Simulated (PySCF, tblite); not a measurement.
# C₈H₁₀ClF: geometry, infrared bands and NMR shifts

What infrared bands and NMR shifts should C₈H₁₀ClF (`CC(C)=C(C#CCF)CCl`) show?

Programs: tblite 0.8.0 and PySCF 2.14.0, with density-fitted response routines of our own. Each step states its level of theory. These are calculated values for one molecule in the gas phase, unless marked as measured. Atoms count from 0, in the outputs and in this text.

## (1) Starting geometry

20 atoms, charge 0, multiplicity 1; geometry from: force field or distance geometry start.

Bonds of the start (Å): C0–C1 1.49, C1–C2 1.47, C1–C3 1.33, C3–C4 1.44, C4–C5 1.21, C5–C6 1.47, C6–F7 1.38, C3–C8 1.48, C8–Cl9 1.79, C0–H10 1.12, C0–H11 1.12, C0–H12 1.11, C2–H13 1.13, C2–H14 1.12, C2–H15 1.12, C6–H16 1.12, C6–H17 1.12, C8–H18 1.11, C8–H19 1.09.

## (2) Geometry optimisation with GFN2-xTB

Job settings and geometry (Å):

```
{"job": {"kind": "relax", "xc": "GFN2-xTB", "basis": "xTB"}, "charge": 0, "multiplicity": 1}
C     -1.080500    -1.525400    -0.165600
C     -1.281600    -0.101600     0.213100
C     -2.619400     0.359100     0.621700
C     -0.210000     0.680600     0.184800
C      1.045300     0.091100    -0.202300
C      2.093300    -0.391800    -0.569500
C      3.366300    -0.992800    -1.000100
F      3.668200    -0.679900    -2.308300
C     -0.230300     2.112400     0.555000
Cl     0.894600     2.281000     1.936600
H     -0.032700    -1.681300    -0.518400
H     -1.266700    -2.213800     0.702400
H     -1.752200    -1.782200    -1.013500
H     -3.284000    -0.517000     0.869100
H     -3.124900     0.990700    -0.156800
H     -2.529000     0.948300     1.569500
H      4.201500    -0.615800    -0.363500
H      3.258000    -2.101700    -0.945200
H      0.132200     2.778100    -0.250700
H     -1.253200     2.372900     0.838700
```

On the command line:

```sh
$ OMP_NUM_THREADS=1 python probes_run.py task.json out
```

One launch serves the whole session: the jobs run in the order shown.

**Question.** This job is followed by: GFN2-xTB harmonic vibrations, gas phase; GIAO PBE0/pcSseg-1 NMR shielding, non-relativistic, gas phase. What will the session give for the following? strongest single infrared mode (GFN2-xTB); zero-point energy (GFN2-xTB); 13C shifts against TMS (PBE0/pcSseg-1); 1H shifts against TMS (PBE0/pcSseg-1, means over atoms taken as alike); 19F shifts against CFCl3 (PBE0/pcSseg-1); 35Cl shifts against HCl (PBE0/pcSseg-1); surface potential, 1st and 99th percentile.

**Answer**, as computed:

```
                                                              quantity                                                 value
                             strongest single infrared mode (GFN2-xTB)                                  1666 cm⁻¹, 62 km/mol
                                          zero-point energy (GFN2-xTB)                                         96.4 kcal/mol
                                13C shifts against TMS (PBE0/pcSseg-1)  166.0, 121.2, 96.9, 96.8, 74.0, 51.7, 28.9, 20.9 ppm
1H shifts against TMS (PBE0/pcSseg-1, means over atoms taken as alike)                            5.57, 4.30, 2.30, 2.16 ppm
                              19F shifts against CFCl3 (PBE0/pcSseg-1)                                            -243.0 ppm
                               35Cl shifts against HCl (PBE0/pcSseg-1)                                               116 ppm
                                 surface potential, 1st and 99th percentile                                    -1.13 V and 1.06 V
```

What this shows: Over 95 steps the energy fell by 0.400 eV; of the close pairs, C2–H13 changed most, 1.127 to 1.087 Å. No mode is imaginary among the 54: a minimum at this level. The strongest single mode, at 1666 cm⁻¹, moves mainly C1 and C3. Unscaled tight-binding wavenumbers are off by several per cent, some by more. Its intensities can rank the bands wrongly. The most deshielded hydrogen is H16, H17 (mean) (hydrogen on a propargylic sp3 CH2 bonded to F), at 5.57 ppm: its carbon carries F, which withdraws density. At PBE0/pcSseg-1: The widest tensor belongs to Cl9: span 548 ppm, with a paramagnetic part of -312 ppm. By nearest atom (PBE0/pcSseg-1), the HOMO sits on C1, C3, C5 about 23 % each; C4 9 % and the LUMO on C1 32 %; C3, C5 about 13 % each.
